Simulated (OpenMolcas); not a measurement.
**Ta⁴⁺ with 3 ligands (ammonia): CASSCF and CASPT2 levels and susceptibility**

Which state of Ta⁴⁺ lies lowest among these ligands, how large is the field, and what χT follows?

The numbers are computed with OpenMolcas 26.06 (state-averaged CASSCF and CASPT2, spin-orbit coupling by RASSI with atomic mean-field integrals), except any that are marked as measured or tabulated.

## 1. The atom as given

| Item | Value |
| --- | --- |
| Species | Ta⁴⁺ (tantalum, Z = 73, 69 electrons) |
| Basis | ANO-RCC-VTZP [8s7p5d3f2g1h], 191 functions with the ligands |
| Scalar Hamiltonian | DKH2, point nucleus |
| Inactive shells | 1s 2s 2p 3s 3p 3d 4s 4p 4d 4f 5s 5p of the metal, and all ligand shells |
| Active space | 1 electron in 5 orbitals (5d) |
| Some configurations of this space | 5d |
| Orbitals | optimised for each spin and parity, averaged over all roots |

Outer shells as boxes (Hund's rule):

5d
```
5d [↑ ][  ][  ][  ][  ]
```

Ta⁴⁺ is taken with 3 ligands (ammonia) in trigonal planar coordination (C3h) at 1.87 Å. Ligand basis ANO-RCC-VDZP. The distances are assumed, not relaxed.

```xyz
13

Ta    0.0000    0.0000    0.0000
N     1.8700    0.0000    0.0000
H     2.2521    0.9457    0.0000
H     2.2521   -0.4729    0.8190
H     2.2521   -0.4729   -0.8190
N    -0.9350    1.6195    0.0000
H    -1.9451    1.4775    0.0000
H    -0.7165    2.1868   -0.8190
H    -0.7165    2.1868    0.8190
N    -0.9350   -1.6195    0.0000
H    -0.3070   -2.4232    0.0000
H    -1.5356   -1.7139   -0.8190
H    -1.5356   -1.7139    0.8190
```

The work runs as a chain of OpenMolcas steps in one folder; each step below is one input file. Labels, J, g values, rates, χT and fits are worked out afterwards by a script from the matrices that RASSI stores.

## 2. Basis and integrals

Contents of a.inp:

```
&GATEWAY
Coord
13

Ta 0.0 0.0 0.0
N 1.870000 0.000000 0.000000
H 2.252099 0.945728 0.000000
H 2.252099 -0.472864 0.819024
H 2.252099 -0.472864 -0.819024
N -0.935000 1.619468 0.000000
H -1.945073 1.477512 0.000000
H -0.716537 2.186807 -0.819024
H -0.716537 2.186807 0.819024
N -0.935000 -1.619468 0.000000
H -0.307025 -2.423239 0.000000
H -1.535561 -1.713943 -0.819024
H -1.535561 -1.713943 0.819024
Basis=Ta.ANO-RCC-VTZP,H.ANO-RCC-VDZP,N.ANO-RCC-VDZP
Group=NoSym
NoMove
AngMom=0.0 0.0 0.0
AMFI
RICD
&SEWARD
```

Started as:

```sh
$ OMP_NUM_THREADS=1 MOLCAS_MEM=2457 MOLCAS_PROJECT=a pymolcas a.inp > a.log
```

## 3. Reference wave functions, doublets, 5 roots

Contents of a.inp:

```
&RASSCF
FileOrb=start.orb
Symmetry=1
Spin=2
nActEl=1 0 0
Inactive=49
Ras2=5
CIRoot=5 5 1
SDav=5
CIMx=300
Iter=150 100
PrWF=0.3
OrbListing=Nothing
MaxOrb=0
LevShft=1.0
>>> COPY $Project.JobIph JOB001
```

start.orb holds start orbitals that the driver prepared beforehand, or those of the step before.

## 4. State interaction with spin-orbit coupling

Contents of a.inp:

```
&RASSI
NrOfJobIphs=1 5
1 2 3 4 5
IphNames
JOB001
EJob
SpinOrbit
DIPRint=1.0
SOCoupling=1000.0
Subsets=2
Property=9
'ANGMOM' 1 'ANGMOM' 2 'ANGMOM' 3 'MLTPL  1' 1 'MLTPL  1' 2 'MLTPL  1' 3
'AMFI' 1 'AMFI' 2 'AMFI' 3
SOProperty=3
'ANGMOM' 1 'ANGMOM' 2 'ANGMOM' 3
```

## 5. CASPT2: IPEA 0.25, imaginary shift 0.1 (30 orbitals frozen, the lowest in energy)

Contents of a.inp:

```
>>> COPY JOB001 $Project.JobIph
&CASPT2
Multistate=5 1 2 3 4 5
NoMult
Frozen=30
IPEA=0.25
Imaginary=0.1
MaxIter=60
WThr=0.0 0.3 0.05
PrWF=0.5
NoMix
```

## 6. CASPT2: IPEA 0, imaginary shift 0.1 (30 orbitals frozen, the lowest in energy)

a.inp, as its differences from that of step 5:

```diff
@@ -5,3 +5,3 @@
 Frozen=30
-IPEA=0.25
+IPEA=0.0
 Imaginary=0.1
```

(Steps that only read results are left out.)

**Question.** What will these runs give? Wanted: spin-free ground state; first state of the same spin within the active space; lowest level; next level.

As calculated:

```
                                            quantity                                                                                 value
                                              method  SS-CASPT2, IPEA 0.25, imaginary shift 0.1 (30 orbitals frozen, the lowest in energy)
                              spin-free ground state                                                   doublet, 1-fold in its orbital part
first state of the same spin within the active space                                                                  doublet at 4530 cm⁻¹
                                        lowest level                                                          2-fold, g = 0.22, 0.22, 1.57
                                          next level                                                                           5546.0 cm⁻¹
                                         χT at 300 K                                                                        0.10 cm³ K/mol
                           effective moment at 300 K                                                                               0.90 μB
```

Cost by method:

```csv
method,time of its own steps,time with the reference
A. CASSCF,73 s,73 s
"B. SS-CASPT2, IPEA 0.25, imaginary shift 0.1 (30 orbitals frozen, the lowest in energy)",1.7 min,2.9 min
"C. SS-CASPT2, IPEA 0, imaginary shift 0.1 (30 orbitals frozen, the lowest in energy)",1.7 min,2.9 min
```

Times are of one thread on a shared host.

**Reading.** The spin-free ground state (doublet) is 1-fold and keeps the highest spin of the shell. χT at 300 K is 0.10, against 0.38 cm³ K/mol for the spin alone, so orbital moment lowers it. The frozen orbitals are chosen by energy, so an outer shell of the metal can be frozen while a deeper shell elsewhere is correlated. The bonds are covalent and no ligand orbital is active, so the numbers are rough.
